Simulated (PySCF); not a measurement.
# DyF3H2O (Dy(F)3(H2O)): the cost of one run

The runs use PySCF 2.14.0; B3LYP, Dy lcecp-1-SVP with ECP55, F def2-SVP, O def2-SVP, H def2-SVP; scalar-relativistic core potentials, no spin–orbit coupling.

2 further runs of the same task are left out: 2 for a known fault of the program. Runs told in other sessions of the task aren't counted.

### 1 The starting structure

7 atoms, charge 0, spin multiplicity 1.

Bond lengths: Dy1–F2 2.088 Å, Dy1–F3 2.088 Å, Dy1–F4 2.088 Å, Dy1–O5 2.448 Å, O5–H6 0.970 Å, O5–H7 0.970 Å. Angles: F2–Dy1–F3 109.5°, F2–Dy1–F4 109.5°, F2–Dy1–O5 109.5°, F3–Dy1–F4 109.5°, F3–Dy1–O5 109.5°, F4–Dy1–O5 109.5°, Dy1–O5–H6 127.5°, Dy1–O5–H7 127.5°, H6–O5–H7 105.1°.

Geometry (Å):

```xyz
7
DyF3H2O
Dy    0.0000    0.0000    0.0000
F     1.2053    1.2053    1.2053
F    -1.2053   -1.2053    1.2053
F     1.2053   -1.2053   -1.2053
O    -1.4131    1.4131   -1.4131
H    -1.7537    2.2982   -1.2092
H    -1.7537    1.2092   -2.2982
```

Formal oxidation states: Dy +3. Each metal's 9 4f electrons lie in its core potential, so multiplicities, spins and levels count the valence alone.

### 2 SCF at the start, singlet

Contents of run.py (the lines that set the calculation):

```python
mol = gto.M(atom='''
Dy     0.00000     0.00000     0.00000
F      1.20530     1.20530     1.20530
F     -1.20530    -1.20530     1.20530
F      1.20530    -1.20530    -1.20530
O     -1.41310     1.41310    -1.41310
H     -1.75370     2.29820    -1.20920
H     -1.75370     1.20920    -2.29820''',
    basis={'Dy': 'lcecp-1-SVP', 'F': 'def2-SVP', 'O': 'def2-SVP', 'H': 'def2-SVP'},
    ecp={'Dy': 'lcecp-1-SVP'},
    charge=0, spin=0)
mf = dft.RKS(mol, xc='B3LYP')
mf.grids.atom_grid = (50, 194)  # f atoms: unpruned, at least (60, 302)
mf = mf.density_fit()  # fitting sets: Dy AutoAux, F def2-universal-JKFIT, O def2-universal-JKFIT, H def2-universal-JKFIT
mf.conv_tol = 1e-08; mf.max_cycle = 55
mf.kernel(dm0)  # dm0: free metal ions and neutral atoms
```

Started as:

```bash
$ OMP_NUM_THREADS=2 python run.py
```

Q: Estimate wall time and peak memory on 2 threads of Arm Neoverse V2, shared host.

About 4.3 s, with a peak of 0.54 GiB.
